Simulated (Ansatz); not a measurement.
# Ti: the cost of one run

Method: DFT r2SCAN, scalar-relativistic, plane waves, PAW, in Ansatz 0.2.0.

**1. The system as given**

It takes space group Im-3m (No. 229, cubic). Conventional cell: a = 3.282 Å, b = 3.282 Å, c = 3.282 Å, α = 90.00°, β = 90.00°, γ = 90.00°. Around Ti (site symmetry m-3m) lie 8 Ti at 2.84 Å.

As a file:

```
Ti
1.0
     3.28200    3.28200   -3.28200
     3.28200   -3.28200    3.28200
    -3.28200   -3.28200   -3.28200
Ti
8
Cartesian
  -1.6410 -1.6410 -1.6410
  0.0000 0.0000 -3.2820
  0.0000 -3.2820 0.0000
  1.6410 -1.6410 -1.6410
  0.0000 0.0000 0.0000
  1.6410 1.6410 -1.6410
  1.6410 -1.6410 1.6410
  3.2820 0.0000 0.0000
```

The cell is taken as given, not relaxed at this level.

**2. The reference cell**

The cell is repeated 8 times, 8 atoms in all. Reference values: F = -20033.9336 eV; pressure -2.82 GPa; largest force 0.000 eV/Å; gap on the mesh none (metal). It was computed beforehand with the settings of the runs below.

**3. The scan: rattled cells**

All atoms are moved at random with no net shift, in some cells together with a random strain.

**4. At rms move = 0.153 Å**

File input.yaml:

```yaml
crystal:
  lattice:
    - [3.282, 3.282, -3.282]
    - [3.282, -3.282, 3.282]
    - [-3.282, -3.282, -3.282]
  atoms:
    - { symbol: Ti, position: [-0.0050709135, -0.0184978304, 0.4707512901] }
    - { symbol: Ti, position: [0.5038052443, 0.0223477664, 0.4984072778] }
    - { symbol: Ti, position: [0.0146059522, 0.5415319526, 0.5439906533] }
    - { symbol: Ti, position: [0.4991675813, 0.481645425, 0.4742479935] }
    - { symbol: Ti, position: [-0.0096580652, -0.0220561042, -0.0167507539] }
    - { symbol: Ti, position: [0.5033049919, -0.021044659, 0.0202018748] }
    - { symbol: Ti, position: [0.0114394006, 0.5234283781, 0.0181057964] }
    - { symbol: Ti, position: [0.4824058083, 0.4926450714, -0.0089541321] }
basis:
  ecutwfc: 500
kpoints:
  mp_grid: { grid: [10, 10, 10] }
hamiltonian:
  xc: r2scan
scf:
  occupations: { method: gaussian, width: 0.15 }
output:
  forces: true
  stress: true
  eigenvalues: true
```

Command:

```console
ansatz run input.yaml --threads 2 --pin off --max-ram 5120MiB --backend cpu --events-out ev --progress --plain --runs-dir out
```

What time and memory should one allow on 2 threads of Intel Xeon 6975P-C (Granite Rapids), shared host?

About 3.9 min, with a peak of 3.4 GiB.
